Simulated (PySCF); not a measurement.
# C4H9Ga: the cost of one run

Computed with PySCF 2.14.0, with density-fitted response routines of our own, on a single molecule in the gas phase. Atoms count from 0, in the outputs and in this text.

## (1) The starting structure

14 atoms, charge 0, multiplicity 1; geometry from: GFN2-xTB. The atoms were then displaced at random by about 0.01 Å, so the start is not that level's minimum.

Bonds of the start (Å): C0–C1 1.36, C1–Ga2 2.02, C1–C3 1.47, C3–C4 1.54, C0–H5 1.07, C0–H6 1.06, Ga2–H7 1.58, Ga2–H8 1.61, C3–H9 1.12, C3–H10 1.09, C4–H11 1.08, C4–H12 1.10, C4–H13 1.08.

## (2) Geometry optimisation at PBE0-D3(BJ)/def2-SVP

The job: settings as JSON, then the geometry in Å.

```
{"job": {"xc": "PBE0", "basis": "def2-SVP", "d3": "d3bj", "grid": 1, "shake": 0.01, "kind": "geom"}, "charge": 0, "multiplicity": 1}
C      1.415680    -1.296190     0.751220
C      0.546530    -0.446750     0.136560
Ga     1.367070     1.338620    -0.327520
C     -0.858710    -0.768380    -0.131620
C     -1.706360     0.507070    -0.273060
H      2.424250    -0.965540     0.907640
H      1.135270    -2.260570     1.097050
H      0.746210     2.620520    -1.004460
H      2.917850     1.470570     0.086260
H     -1.298180    -1.399620     0.683410
H     -0.968350    -1.345360    -1.050560
H     -2.754710     0.302440    -0.403270
H     -1.618710     1.131800     0.629830
H     -1.355000     1.096330    -1.109230
```

On the command line:

```bash
> OMP_NUM_THREADS=1 python probes_run.py task.json out
```

One launch serves the whole session: the jobs run in the order shown.

**Question.** How long does this first job take on 1 thread of Intel Xeon Platinum 8259CL at 2.50GHz, shared host, and how much memory does it need?

About 91 s, with a peak of 0.53 GiB.
